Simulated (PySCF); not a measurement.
# C2H7ClOSi: the cost of one run

Computed with PySCF 2.14.0 and routines of our own; the level stands in each step. Atoms count from 0.

## 1. The starting structure

12 atoms, charge 0, multiplicity 1; geometry from: GFN2-xTB.

## 2. Geometry optimisation at PBE0-D3(BJ)/def2-SVP

What the job is given:

```
{"job": {"xc": "PBE0", "basis": "def2-SVP", "d3": "d3bj", "grid": 1, "kind": "geom"}, "charge": 0, "multiplicity": 1}
C      1.667025    -0.336221     0.032709
C      0.407451     0.495742     0.142543
Cl     0.352053     1.649629    -1.246203
Si    -1.229546    -0.504977     0.092996
O     -2.491938     0.506356     0.126142
H      1.656041    -0.928180    -0.879374
H      1.720735    -1.013154     0.882824
H      2.558598     0.289315     0.028289
H      0.463301     1.135312     1.025858
H     -1.205557    -1.309850    -1.125853
H     -1.379359    -1.268747     1.322546
H     -2.517606     1.284088    -0.428505
```

Started as:

```bash
> OMP_NUM_THREADS=1 python excited_run.py task.json out
```

This one command runs all jobs of the session in turn.

**Question.** How long does this first job take on 1 thread of Intel Xeon 6975P-C, shared host, and how much memory does it need?

About 17 s, with a peak of 0.53 GiB.
